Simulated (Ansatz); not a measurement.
Geometry optimisation, Ansatz 0.2.0, DFT PBE, scalar-relativistic, plane waves, PAW.

input.yaml

```yaml
crystal:
  lattice:
    - [-3.706364, -3.706364, 0.0]
    - [3.706364, -3.706364, 0.0]
    - [0.0, 0.0, 5.247941]
  atoms:
    - { symbol: "Y", position: [0.0, 0.5, 0.5] }
    - { symbol: Gd, position: [0.5, 0.5, 0.0], spin: 7.0 }
    - { symbol: H, position: [0.25, 0.75, 0.7458125] }
    - { symbol: H, position: [0.25, 0.25, 0.2541875] }
    - { symbol: H, position: [0.25, 0.75, 0.2541875] }
    - { symbol: H, position: [0.25, 0.25, 0.7458125] }
    - { symbol: "Y", position: [0.5, 0.0, 0.5] }
    - { symbol: Gd, position: [0.0, 0.0, 0.0], spin: 7.0 }
    - { symbol: H, position: [0.75, 0.25, 0.7458125] }
    - { symbol: H, position: [0.75, 0.75, 0.2541875] }
    - { symbol: H, position: [0.75, 0.25, 0.2541875] }
    - { symbol: H, position: [0.75, 0.75, 0.7458125] }
    - { symbol: C, position: [0.1180154, 0.5008842, 0.0092324] }
magnetization:
  spin_polarized: true
basis:
  ecutwfc: 420.0
kpoints:
  mp_grid: { grid: [5, 5, 5] }
hamiltonian:
  xc: pbe
scf:
  occupations: { method: gaussian, width: 0.1 }
  lower_state_search: "off"
relax:
  f_tol: 0.03
  max_steps: 60
  adjacent_minimum: "off"
```

Launched with:

```bash
$ ansatz run input.yaml --threads 4 --pin off --max-ram 10240MiB --backend cpu --events-out ev --progress --plain --runs-dir out
```

Task: Where does it end, and by what steps?

Result: It converged. The force dipped under the threshold on the way, but the program's further checks kept it going. Limits of this set-up: coarse k mesh, a small cell, in which the defect meets its images. After 4 steps the energy has fallen by 1.367 eV; C13 moved furthest, 0.57 Å.

```json
{"step": "0", "energy less start (eV)": "0.0000", "largest force component (eV/Å)": "3.553", "accepted": "yes"}
{"step": "1", "energy less start (eV)": "-0.8711", "largest force component (eV/Å)": "1.743", "accepted": "yes"}
{"step": "2", "energy less start (eV)": "-1.2708", "largest force component (eV/Å)": "0.648", "accepted": "yes"}
{"step": "3", "energy less start (eV)": "-1.3665", "largest force component (eV/Å)": "0.013", "accepted": "yes"}
{"step": "4", "energy less start (eV)": "-1.3665", "largest force component (eV/Å)": "0.013", "accepted": "yes"}
```

```xyz
13
Lattice="-3.7064 -3.7064 0.0000 3.7064 -3.7064 0.0000 0.0000 0.0000 5.2479" Properties=species:S:1:pos:R:3
Y 1.820 -1.887 2.627
Gd -0.033 -3.740 0.003
H 1.822 -3.823 3.853
H -0.117 -1.885 1.402
H 1.822 -3.824 1.402
H -0.116 -1.884 3.853
Y -1.887 -1.888 2.628
Gd -0.034 -0.034 0.005
H -1.886 -3.659 3.856
H 0.049 -5.593 1.400
H -1.886 -3.658 1.400
H 0.048 -5.593 3.856
C 1.817 -1.890 0.003
```

Run time: 2.1 min on 4 threads of Arm Neoverse V2, on a shared host, peak memory 0.99 GiB.
